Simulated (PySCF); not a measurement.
The system is SZnBrH, in a box.

```
S Zn Br H
1.0
    11.00000    0.00000    0.00000
     0.00000   14.00000    0.00000
     0.00000    0.00000   11.00000
S Zn Br H
1 1 1 1
Cartesian
  4.7035 8.4218 4.5913
  5.5095 6.6545 5.5275
  6.3224 4.8038 6.4767
  5.4827 9.2382 5.3234
```

Base run:

```yaml
Program: PySCF 2.14.0
Functional: PBE0
Dispersion: D3(BJM)
Potentials_or_basis: def2-svp (all-electron)
k_mesh: 1 × 1 × 1
Occupations: fixed
Spin: no spin polarisation
```

Its results: gap between the frontier levels 6.30 eV.

Q: After a change of settings the same cell gave: gap between the frontier levels 8.49 eV. Which change was it?
A. functional from PBE0 to PBE; dispersion from D3(BJM) to none
B. functional from PBE0 to M06; dispersion from D3(BJM) to none
C. functional from PBE0 to CAM-B3LYP; dispersion from D3(BJM) to D3
D. functional from PBE0 to SVWN5; dispersion from D3(BJM) to none

A: C.

Caveats: this is a molecule in a periodic box at the Γ point, so its band gap is the HOMO-LUMO gap; relativity is left out, which matters for the heavier elements; the basis of atomic orbitals isn't converged, which shifts pressures, moduli and gaps.
